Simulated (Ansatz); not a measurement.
# Pt: the cost of one run

Program: Ansatz 0.2.0. Level of theory: DFT r²SCAN with spin–orbit coupling, plane waves, PAW. These are calculated values, not measurements.

2 further runs of the same task are left out: 2 set aside as unsound or not needed.

### 1 Starting point

The structure is cubic, space group Fm-3m (No. 225). Conventional cell: a = 3.920 Å, b = 3.920 Å, c = 3.920 Å, α = 90.00°, β = 90.00°, γ = 90.00°. Pt (site symmetry m-3m) is surrounded by 12 Pt at 2.77 Å.

Structure file:

```cif
data_structure
_symmetry_space_group_name_H-M 'Fm-3m'
_symmetry_Int_Tables_number 225
_cell_length_a 3.9200
_cell_length_b 3.9200
_cell_length_c 3.9200
_cell_angle_alpha 90.000
_cell_angle_beta 90.000
_cell_angle_gamma 90.000
_cell_volume 60.24
loop_
_atom_site_label
_atom_site_type_symbol
_atom_site_symmetry_multiplicity
_atom_site_Wyckoff_symbol
_atom_site_fract_x
_atom_site_fract_y
_atom_site_fract_z
_atom_site_occupancy
Pt1 Pt 4 a 0.00000 0.00000 0.00000 1
```

The cell is the measured one, not relaxed. An earlier run on this cell at r²SCAN, without spin–orbit coupling gave 4.11 GPa at 15.059 Å³/atom (14×14×14 mesh), metallic. The cell is compressed at this level.

### 2 Spin-orbit coupling: bands, spin texture, Fermi surface

input.yaml reads:

```yaml
crystal:
  lattice:
    - [0.0, 1.9600012148, 1.9600012148]
    - [1.9600012148, 0.0, 1.9600012148]
    - [1.9600012148, 1.9600012148, 0.0]
  atoms:
    - { symbol: Pt, position: [0.0, 0.0, 0.0] }
basis:
  ecutwfc: 500
  ecutrho_ratio: 4
kpoints:
  mp_grid: { grid: [12, 12, 12] }
  band_path:
    path:
      - [[0.0, 0.0, 0.0], [0.5, 0.0, 0.5], [0.625, 0.25, 0.625]]
      - [[0.375, 0.375, 0.75], [0.0, 0.0, 0.0], [0.5, 0.5, 0.5], [0.5, 0.25, 0.75], [0.5, 0.0, 0.5]]
    npoints: 10
hamiltonian:
  xc: r2scan
scf:
  occupations: { method: gaussian, width: 0.05 }
output:
  forces: true
  stress: true
  eigenvalues: true
  populations: true
  eigenstates:
    nscf_kmesh: { grid: [22, 22, 22] }
    de_dk: true
    e_range: [-2.5, 2.5]
  write_density: true
  write_potential: true
  elf: true
  volumetric_format: npy
magnetization:
  noncollinear: true
  spin_orbit: true
```

Command:

```
> ansatz run input.yaml --threads 4 --pin off --max-ram 9216MiB --backend cpu --events-out ev --progress --plain --runs-dir out
```

**Question.** How long does this run take on 4 threads of AMD EPYC 7R43 (Zen 3), shared host, and how much memory does it need?

About 11 s, with a peak of 0.55 GiB.
